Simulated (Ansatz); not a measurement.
# K4SrSi3O9: the cost of one run

Computed with Ansatz 0.2.0 (DFT, PBE, plane-wave PAW, default files, scalar-relativistic, as far as a step names no other, unless a step's input says otherwise).

## Step 1: Starting point

Symmetry: Ama2, No. 40, orthorhombic system. The conventional cell has a = 10.999 Å, b = 7.947 Å, c = 11.925 Å, α = 90.00°, β = 90.00°, γ = 90.00°. K (site symmetry m) is surrounded by 10 O at 2.80 to 3.16 Å. K (site symmetry 2) has 6 O at 2.57 to 2.93 Å as nearest neighbours. K (site symmetry 2) has 5 O at 2.82 to 2.88 Å as nearest neighbours. K (site symmetry m) is surrounded by 6 O at 2.71 to 2.89 Å. Sr (site symmetry m) has 6 O at 2.39 to 2.58 Å as nearest neighbours. Si (site symmetry 1) has 4 O at 1.60 to 1.68 Å as nearest neighbours. Si (site symmetry m) is surrounded by 4 O at 1.59 to 1.67 Å. O (site symmetry 1) is surrounded by 2 Si at 1.67 to 1.68 Å. Only part of the 13 independent sites is listed.

Coordinates:

```
CELL_PARAMETERS angstrom
10.99914 0.00000 0.00000
0.00000 3.97367 5.96226
0.00000 -3.97367 5.96226
ATOMIC_POSITIONS crystal
K 0.25000 0.34184 0.23458
K 0.00000 0.94487 0.94487
K 0.00000 0.50109 0.50109
K 0.75000 0.23458 0.34184
K 0.25000 0.21929 0.77236
K 0.50000 0.50109 0.50109
K 0.75000 0.77236 0.21929
K 0.50000 0.94487 0.94487
Sr 0.25000 0.72501 0.74462
Sr 0.75000 0.74462 0.72501
Si 0.96889 0.40859 0.02001
Si 0.03111 0.02001 0.40859
Si 0.46889 0.02001 0.40859
Si 0.75000 0.26027 0.81134
Si 0.25000 0.81134 0.26027
Si 0.53111 0.40859 0.02001
O 0.12893 0.94643 0.27100
O 0.39720 0.02713 0.59991
O 0.90951 0.88690 0.44711
O 0.87107 0.27100 0.94643
O 0.62893 0.27100 0.94643
O 0.00000 0.25977 0.25977
O 0.40951 0.44711 0.88690
O 0.09049 0.44711 0.88690
O 0.25000 0.59884 0.45172
O 0.50000 0.25977 0.25977
O 0.89720 0.59991 0.02713
O 0.75000 0.04283 0.79891
O 0.25000 0.79891 0.04283
O 0.75000 0.45172 0.59884
O 0.59049 0.88690 0.44711
O 0.10280 0.02713 0.59991
O 0.60280 0.59991 0.02713
O 0.37107 0.94643 0.27100
```

## Step 2: First run, atoms as given

The input, input.yaml:

```yaml
crystal:
  lattice:
    - [10.9991351, 0.0, 0.0]
    - [0.0, 3.97366855, 5.96226112]
    - [0.0, -3.97366855, 5.96226112]
  atoms:
    - { symbol: K, position: [0.25, 0.34184421, 0.23457516] }
    - { symbol: K, position: [0.0, 0.94486504, 0.94486504] }
    - { symbol: K, position: [0.0, 0.50108987, 0.50108987] }
    - { symbol: K, position: [0.75, 0.23457516, 0.34184421] }
    - { symbol: K, position: [0.25, 0.21928768, 0.77236166] }
    - { symbol: K, position: [0.5, 0.50108987, 0.50108987] }
    - { symbol: K, position: [0.75, 0.77236166, 0.21928768] }
    - { symbol: K, position: [0.5, 0.94486504, 0.94486504] }
    - { symbol: Sr, position: [0.25, 0.72500676, 0.7446168] }
    - { symbol: Sr, position: [0.75, 0.7446168, 0.72500676] }
    - { symbol: Si, position: [0.96889373, 0.40858537, 0.02000703] }
    - { symbol: Si, position: [0.03110627, 0.02000703, 0.40858537] }
    - { symbol: Si, position: [0.46889373, 0.02000703, 0.40858537] }
    - { symbol: Si, position: [0.75, 0.26026857, 0.81133942] }
    - { symbol: Si, position: [0.25, 0.81133942, 0.26026857] }
    - { symbol: Si, position: [0.53110627, 0.40858537, 0.02000703] }
    - { symbol: O, position: [0.12893123, 0.94642926, 0.27100319] }
    - { symbol: O, position: [0.39719755, 0.02712677, 0.59991014] }
    - { symbol: O, position: [0.9095142, 0.88689822, 0.44711186] }
    - { symbol: O, position: [0.87106877, 0.27100319, 0.94642926] }
    - { symbol: O, position: [0.62893123, 0.27100319, 0.94642926] }
    - { symbol: O, position: [0.0, 0.25977168, 0.25977168] }
    - { symbol: O, position: [0.4095142, 0.44711186, 0.88689822] }
    - { symbol: O, position: [0.0904858, 0.44711186, 0.88689822] }
    - { symbol: O, position: [0.25, 0.598844, 0.45171876] }
    - { symbol: O, position: [0.5, 0.25977168, 0.25977168] }
    - { symbol: O, position: [0.89719755, 0.59991014, 0.02712677] }
    - { symbol: O, position: [0.75, 0.04283122, 0.7989149] }
    - { symbol: O, position: [0.25, 0.7989149, 0.04283122] }
    - { symbol: O, position: [0.75, 0.45171876, 0.598844] }
    - { symbol: O, position: [0.5904858, 0.88689822, 0.44711186] }
    - { symbol: O, position: [0.10280245, 0.02712677, 0.59991014] }
    - { symbol: O, position: [0.60280245, 0.59991014, 0.02712677] }
    - { symbol: O, position: [0.37106877, 0.94642926, 0.27100319] }
kpoints:
  mp_grid: { grid: [2, 4, 4] }
scf:
  occupations: { method: fermi_dirac, width: 0.02 }
hamiltonian:
  xc: pbe
  pseudopotentials: { kind: paw }
output:
  forces: true
  stress: true
  populations: true
  efg:
    quadrupole_moments_barn: { K: 0.0603, Sr: 0.305, O: -0.02558 }
    contact_densities: true
```

Started as:

```sh
$ ansatz run input.yaml --threads 1 --pin off --max-ram 3072MiB --backend cpu --events-out ev --progress --plain --runs-dir out
```

What time and memory should one allow on 1 thread of an Arm CPU, shared host?

About 3.7 min, with a peak of 1.2 GiB.
